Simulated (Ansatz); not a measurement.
# ZnCdH4: the cost of one run

Computed with Ansatz 0.2.0 (DFT PBE, scalar-relativistic, plane waves, PAW, unless a step's input says otherwise).

1 further run of the same task is left out (it didn't finish).

## Step 1: Starting point

Symmetry: P4/mmm, No. 123, tetragonal system. The conventional cell has a = 3.985 Å, b = 3.985 Å, c = 6.266 Å, α = 90.00°, β = 90.00°, γ = 90.00°. Zn (site symmetry 4/mmm) is surrounded by 6 H at 1.99 to 2.01 Å. Cd (site symmetry 4/mmm) has 8 H at 3.03 Å as nearest neighbours. H (site symmetry 4mm) has 1 Zn at 2.01 Å as nearest neighbours. Around H (site symmetry mmm) lie 2 Zn at 1.99 Å.

Coordinates:

```xyz
6
Lattice="3.9852 0.0000 0.0000 0.0000 3.9852 0.0000 0.0000 0.0000 6.2664" Properties=species:S:1:pos:R:3 pbc="T T T"
Zn    0.0000    0.0000    0.0000
Cd    1.9926    1.9926    3.1332
H     0.0000    0.0000    4.2537
H     1.9926    0.0000    0.0000
H     0.0000    1.9926    0.0000
H     0.0000    0.0000    2.0127
```

A structure generator made this guess: perovskite family, Dion-Jacobson layers, n = 1 (P4/mmm, No. 123). Lengths come from tabulated atomic sizes and are only a guess.

## Step 2: A first look at the guess

The input, input.yaml:

```yaml
crystal:
  lattice:
    - [3.98520022, 0.0, 0.0]
    - [0.0, 3.98520022, 0.0]
    - [0.0, 0.0, 6.26643435]
  atoms:
    - { symbol: Zn, position: [0.0, 0.0, 0.0] }
    - { symbol: Cd, position: [0.5, 0.5, 0.5] }
    - { symbol: H, position: [0.0, 0.0, 0.67880819] }
    - { symbol: H, position: [0.5, 0.0, 0.0] }
    - { symbol: H, position: [0.0, 0.5, 0.0] }
    - { symbol: H, position: [0.0, 0.0, 0.32119181] }
basis:
  ecutwfc: 420
kpoints:
  mp_grid: { grid: [4, 4, 4] }
hamiltonian:
  xc: pbe
scf:
  occupations: { method: gaussian, width: 0.1 }
  lower_state_search: "off"
output:
  forces: true
  stress: true
  eigenvalues: true
```

Run with:

```console
> ansatz run input.yaml --threads 1 --pin off --max-ram 2048MiB --backend cpu --events-out ev --progress --plain --runs-dir out
```

**Question.** How long does this run take on 1 thread of Intel Xeon Platinum 8488C (Sapphire Rapids), shared host, and how much memory does it need?

About 2.6 s, with a peak of 0.49 GiB.
